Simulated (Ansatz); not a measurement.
# CH₅InO (SMILES [CH3][InH][OH]): single points off equilibrium

One table from this session's results is given with a row withheld; the runs are named, their logs left out.

Computed with Ansatz 0.2.0, Gaussian basis. Level: single points in def2-TZVPP.

Correlated methods freeze the cores. Filled d shells of the heavier atoms are correlated. Core potentials replace the inner electrons past krypton, and spin-orbit coupling is left out.

### The starting structure

8 atoms, charge 0, spin multiplicity 1.

Atoms are counted from 1 here; the program's logs count them from 0.

Bond lengths: C1–In2 2.212 Å, C1–H4 1.001 Å, C1–H5 1.121 Å, C1–H6 1.294 Å, In2–O3 1.940 Å, In2–H7 1.899 Å, O3–H8 1.198 Å. Angles: In2–C1–H4 106.3°, In2–C1–H5 112.5°, In2–C1–H6 106.2°, H4–C1–H5 99.7°, H4–C1–H6 101.0°, H5–C1–H6 128.2°, C1–In2–O3 108.3°, C1–In2–H7 133.3°, O3–In2–H7 118.2°, In2–O3–H8 102.0°.

Geometry (Å):

```csv
atom,x (Å),y (Å),z (Å)
C1,-0.5764,0.6676,-1.1506
In2,0.7213,-0.2848,0.3669
O3,-0.3674,-0.7244,1.9108
H4,-1.2793,-0.0061,-1.3828
H5,-0.0720,0.7648,-2.1474
H6,-1.2806,1.5509,-0.5200
H7,2.5385,-0.8371,0.3641
H8,0.4253,-1.2601,2.6310
```

The first run:

The input, run/in.yaml:

```yaml
crystal:
  periodic: [false, false, false]
  atoms:
    - {symbol: C, position_ang: [-0.576400, 0.667600, -1.150600]}
    - {symbol: In, position_ang: [0.721300, -0.284800, 0.366900]}
    - {symbol: O, position_ang: [-0.367400, -0.724400, 1.910800]}
    - {symbol: H, position_ang: [-1.279300, -0.006100, -1.382800]}
    - {symbol: H, position_ang: [-0.072000, 0.764800, -2.147400]}
    - {symbol: H, position_ang: [-1.280600, 1.550900, -0.520000]}
    - {symbol: H, position_ang: [2.538500, -0.837100, 0.364100]}
    - {symbol: H, position_ang: [0.425300, -1.260100, 2.631000]}
basis:
  gaussian: {orbitals: def2-TZVPP}
correlation: {method: ccsd_t}
output: {forces: true}
```

The command line of these runs was not kept.

Steps of the session up to this table: CCSD(T)/def2-TZVPP; PBE0-D4/def2-TZVPP; wB97M-V/def2-TZVPP; r2SCAN-D4/def2-TZVPP; PBE-D4/def2-TZVPP; revPBE-D4/def2-TZVPP; BLYP-D4/def2-TZVPP.

One of the session's tables, all rows but one given; the rest of the session is left out.

```
   method  RMS force component (eV/Å)  angle to CCSD(T) forces (°)  dipole (D)
  CCSD(T)                       2.353                    reference        1.31
  PBE0-D4                       2.414                          1.8        1.28
  wB97M-V                       2.405                          1.8        1.33
r2SCAN-D4                       2.362                          0.9        1.17
   PBE-D4                       2.309                          3.8        1.06
revPBE-D4                       2.300                          5.0        1.04
  BLYP-D4                           ?                            ?           ?
```

Estimate the missing values for BLYP-D4.

The run gave: RMS force component (eV/Å): 2.264; angle to CCSD(T) forces (°): 5.6; dipole (D): 1.07. In the column «RMS force component (eV/Å)» it is the lowest.
